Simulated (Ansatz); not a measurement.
Crystal: CsLiCr2Te2S3.

```
CELL_PARAMETERS angstrom
6.10792 -0.01886 0.00581
-2.28822 5.93151 0.00333
-1.38462 -2.19395 7.56260
ATOMIC_POSITIONS crystal
Cs 0.06348 0.10178 0.99394
Li 0.57026 0.58143 0.57403
Cr 0.07801 0.50138 0.57990
Cr 0.43162 0.02972 0.53722
Te 0.54458 0.76732 0.28198
Te 0.01143 0.65932 0.29902
S 0.77800 0.37133 0.70773
S 0.39402 0.82508 0.74875
S 0.19605 0.23009 0.48646
```

The cell was built by a generator and needn't be a form met in nature.

Base run:

* Program: Ansatz 0.2.0
* Functional: PBE
* Potentials or basis: Ansatz PAW
* Cutoff: 420 eV (not typed: the program's choice for these potentials)
* k mesh: 5 × 5 × 4
* Occupations: fermi-dirac, width 0.05 eV
* Spin: collinear spin, ferromagnetic start
* Starting moments: [0.0, 0.0, 3.0, 3.0, 0.0, 0.0, 0.0, 0.0, 0.0] μB
* Hubbard terms: Cr d U = 2 eV

Its results: pressure 1.2 GPa; net moment 5.92 μB per cell; site moments Cs +0.00; Li +0.00; Cr +2.58, +2.93; Te -0.03, -0.10; S -0.11, -0.14, -0.16 μB; largest force 0.419 eV/Å.

**Question.** After a change of settings the same cell gave: pressure 2.5 GPa; net moment 6.00 μB per cell; site moments Cs -0.00; Li -0.00; Cr +2.86, +3.14; Te -0.06, -0.14; S -0.18, -0.23, -0.25 μB; largest force 0.842 eV/Å. Which change was it?
A. hubbard terms from Cr d U = 2 eV to Cr d U = 4 eV
B. hubbard terms from Cr d U = 2 eV to Cr d U = 8 eV
C. hubbard terms from Cr d U = 2 eV to none; hubbard projectors from ortho-atomic (the default) to none

**Answer.** A.

Caveats: the magnetic or orbital state may not be the lowest; only a ferromagnetic start was run, and an antiferromagnetic order may lie lower in energy.
